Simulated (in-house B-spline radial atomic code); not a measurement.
**Excited states and polarisability of Mn²³⁺ by several methods**

An exercise on one series of results from a longer session: the logs are not shown, and one member is left open.

Program: in-house B-spline radial atomic code version 1. Level of theory: linear response of a closed shell, each method with its own adiabatic kernel; spin-free one-electron X2C, finite nucleus; B-spline basis; no spin-orbit coupling, no double excitations; only terms of natural parity, (−1)^L, with L up to 3 are computed. These are calculated values, not measurements, unless marked.

## The system

- element: manganese (Z = 25)
- charge: +23
- configuration: 1s2
- runs: TDHF; PBE; B3LYP; OLYP; LDA (VWN5); HSE06

Outer shells as boxes (Hund's rule):

Mn²³⁺
```
1s [↑↓]
```

Set-up of the first run:

Input settings:

```ini
Z = 25
electrons = 2.0
configuration = 1s2
hamiltonian = x2c
method = hf
box_radius = 5.03
rms_radius = 3.7057
intervals = 67
```

Command:

```sh
$ python run_td.py task.json out
```

One command runs all members of the session, one after another, from task.json.

Steps of the session up to this table: TDHF.

One of the session's tables, all rows but one given; the rest of the session is left out.

It belongs to the step «TDHF». 

```
   state  full (eV)  Tamm-Dancoff (eV)
1s→2s ³S     6126.3             6126.4
1s→2s ¹S          ?                  ?
1s→2p ³P     6163.3             6163.4
1s→2p ¹P     6185.1             6185.1
1s→3s ³S     7257.6             7257.7
1s→3s ¹S     7265.6             7265.6
1s→3p ³P     7268.1             7268.1
1s→3p ¹P     7273.9             7273.9
1s→3d ³D     7274.7             7274.7
1s→3d ¹D     7275.0             7275.0
1s→4s ³S     7649.2             7649.2
1s→4s ¹S     7652.4             7652.4
1s→4p ³P     7653.5             7653.5
1s→4p ¹P     7655.9             7655.9
```

Q: Estimate the row for 1s→2s ¹S from the others.

As computed: full (eV): 6156.6; Tamm-Dancoff (eV): 6156.7. In the column «full (eV)» it lies between 1s→2s ³S (6126.3) and 1s→2p ³P (6163.3).
